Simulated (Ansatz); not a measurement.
# BP (F-43m): calculation of the dielectric tensor and Born charges in Python

How polarisable is BP (F-43m), and how large are its Born charges? A script is to give a calculation of the dielectric tensor and Born charges; the system is BP (F-43m).

Program: the Python package of Ansatz 0.2.0. Level of theory: DFT PBE+D3(BJ), plane waves, PAW. These are calculated values, not measurements.

## (1) Starting point

It takes space group F-43m (No. 216, cubic). Conventional cell: a = 4.538 Å, b = 4.538 Å, c = 4.538 Å, α = 90.00°, β = 90.00°, γ = 90.00°. B (site symmetry -43m) has 4 P at 1.97 Å as nearest neighbours. P (site symmetry -43m) has 4 B at 1.97 Å as nearest neighbours.

The script holds or builds the structure itself.

## (2) Script

Contents of eps_bp.py:

```python
"""High-frequency dielectric tensor and Born charges of BP."""

from dataclasses import dataclass
import logging
import sys

import ansatz as az
import numpy as np

logging.basicConfig(stream=sys.stdout, format="%(name)s: %(message)s")
log = logging.getLogger("calc")
log.setLevel(logging.INFO)


@dataclass
class Settings:
    xc: str = "pbe"
    dispersion: str = "D3(BJ)"
    cutoff: int = 380
    k_length: int = 9
    scf_tol: float = 1e-05
    n_empty: int = 12
    smearing: str = "fixed"


opts = Settings()

system = (
    az.Lattice.fcc(4.538)
    .space_group(216)
    .atom("B", (0.0, 0.0, 0.0))
    .atom("P", (0.25, 0.25, 0.75))
    .primitive()
)

# an insulator: whole occupations
calc = (
    system.calculation()
    .functional(opts.xc, dispersion=opts.dispersion)
    .basis(opts.cutoff, xc_grid=3)
    .kpoints(length=opts.k_length)  # the mesh must be finer for metals
    .initial_density(normalization="atom")
    .scf(tolerance=opts.scf_tol, extra_bands=opts.n_empty)
    .occupations(opts.smearing)
    .dielectric()
)
done = calc.run()
response = done.dielectric
eps = np.asarray(response.eps_inf)

log.info(f"mean eps_inf {np.trace(eps) / 3:.3f}, fraction of exact exchange 1/eps = {3 / np.trace(eps):.3f}")
print(np.array2string(eps, precision=3, suppress_small=True))
for index, (site, z) in enumerate(zip(done.lattice.sites, response.zstar_e)):
    print("Born charge tensor of", site.symbol, index)
    print(np.round(z, 3) + 0.0)
log.info(f"charge neutrality missed by {response.zstar_sum_residual_pre_e:.4f} e before the sum rule")
```

## (3) The calls as engine input

The package turns the script's settings into the engine's input:

```yaml
crystal:
  lattice:
    bravais: fcc
    a: 4.538
  space_group: 216
  atoms:
    - { symbol: B, position: [0.0, 0.0, 0.0] }
    - { symbol: P, position: [0.25, 0.25, 0.75] }
  reduce_to_primitive: true
basis:
  ecutwfc: 380.0
  xc_grid: 3
kpoints:
  mp_grid:
    grid: [3, 3, 3]
hamiltonian:
  xc: pbe
  dispersion: d3bj
scf:
  n_extra_bands: 12
  convergence:
    dr2_threshold: 1.0e-05
  occupations:
    method: fixed
  initial_density:
    normalization: atom
dielectric: {}
```

## (4) Launch

Run with:

```console
$ python eps_bp.py
```

**Question.** What results will this script give? Wanted: free energy; gap on the mesh; electronic dielectric constant; largest mean Born charge.

**Answer**, as computed:

```
                      quantity                             value
                   free energy  -912.4636 eV (-456.2318 eV/atom)
               gap on the mesh                           1.34 eV
electronic dielectric constant                              9.15
      largest mean Born charge                      -0.51 e on B
```

In words: The mean electronic dielectric constant of 9.15 means a refractive index near 3.03 below the gap, the same along all axes. The ions' share of the static constant isn't in it. On the mesh the gap is 1.34 eV; the true edges may lie between its points. Semilocal functionals usually give gaps below the measured ones. What to keep in mind:
- The cutoff lies under the one recommended for these potentials.
- With fixed filling the reported Fermi level is the top filled level among the k-points of the SCF.
- The k-point mesh is coarse, and energy and stress weren't tested for convergence.
- Pressure is positive in compression.
- This is the electronic (clamped-ion) response; a semilocal gap that is too small tends to raise it. The typed mesh is that of the SCF; the response is solved on denser meshes that the run picks.
